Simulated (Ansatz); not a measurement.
# Al (Aluminum): the cost of one run

Computed with Ansatz 0.2.0 through its Python package. Level of theory: DFT mr2scan, plane waves, PAW.

## (1) The structure

Symmetry: Fm-3m, No. 225, cubic system. The conventional cell has a = 4.050 Å, b = 4.050 Å, c = 4.050 Å, α = 90.00°, β = 90.00°, γ = 90.00°. Around Al (site symmetry m-3m) lie 12 Al at 2.86 Å.

No structure file is read: the coordinates are typed or built in the script.

## (2) Script

Contents of compress_al.py:

```python
from dataclasses import dataclass

import ansatz as az
import numpy as np


@dataclass
class RunConfig:
    k_length: int = 25
    tolerance: float = 1e-06
    max_scf: int = 100
    xc: str = 'mr2scan'
    smearing: str = 'Methfessel-Paxton'
    smearing_width: float = 0.15
    ecut: int = 450


cfg = RunConfig()

def edges_and_angles(cell):
    cell = np.asarray(cell)
    a, b, c = np.linalg.norm(cell, axis=1)
    cosines = cell[1] @ cell[2] / (b * c), cell[0] @ cell[2] / (a * c), cell[0] @ cell[1] / (a * b)
    return (a, b, c, *np.degrees(np.arccos(cosines)))

structure = (
    az.Lattice.from_parameters(2.863507, 2.863507, 2.863507, alpha=60.0, beta=60.0, gamma=60.0)
    .atom('Al', (0.0, 0.0, 0.0))
)

calculation = structure.calculation()
calculation = calculation.kpoints(length=cfg.k_length).scf(tolerance=cfg.tolerance, max_iterations=cfg.max_scf)
calculation = calculation.functional(cfg.xc)
calculation = calculation.occupations(cfg.smearing, width=cfg.smearing_width)
calculation = calculation.eigensolver('davidson', full_accuracy=True)
calculation = calculation.basis(cfg.ecut)
calculation = calculation.mixing('msr1')

rows = []
for pressure in [-2, 0, 2, 5, 10]:
    outcome = calculation.relax(cell=True, pressure=pressure, force_tolerance=0.1, max_steps=60, density_extrapolation='second_order').run(threads=1, pin='off')
    cell = outcome.lattice.cell_ang
    n_atoms = len(outcome.lattice.sites)
    volume = abs(np.linalg.det(cell)) / n_atoms
    enthalpy = outcome.report['free_energy_ev'] / n_atoms + pressure * volume / 160.21766
    rows.append((pressure, volume, enthalpy, *edges_and_angles(cell)))
    print(f'{pressure} GPa done: {volume:.4f} A^3/atom')

print(' P (GPa)  V (A^3/atom)  H (eV/atom)     a       b       c')
for row in rows:
    print('{:8.1f} {:12.4f} {:14.5f} {:7.4f} {:7.4f} {:7.4f}'.format(*row[:6]))
p, v = np.array([row[0] for row in rows], float), np.array([row[1] for row in rows])
print('mean bulk modulus between rows (GPa):', np.round(-np.diff(p) / np.diff(np.log(v)), 1))
```

## (3) Launch

The run is started by

```bash
python compress_al.py
```

What time and memory should one allow on 1 thread of Intel Xeon Platinum 8375C at 2.90GHz (Ice Lake), shared host?

About 12 s, with a peak of 0.4 GiB.
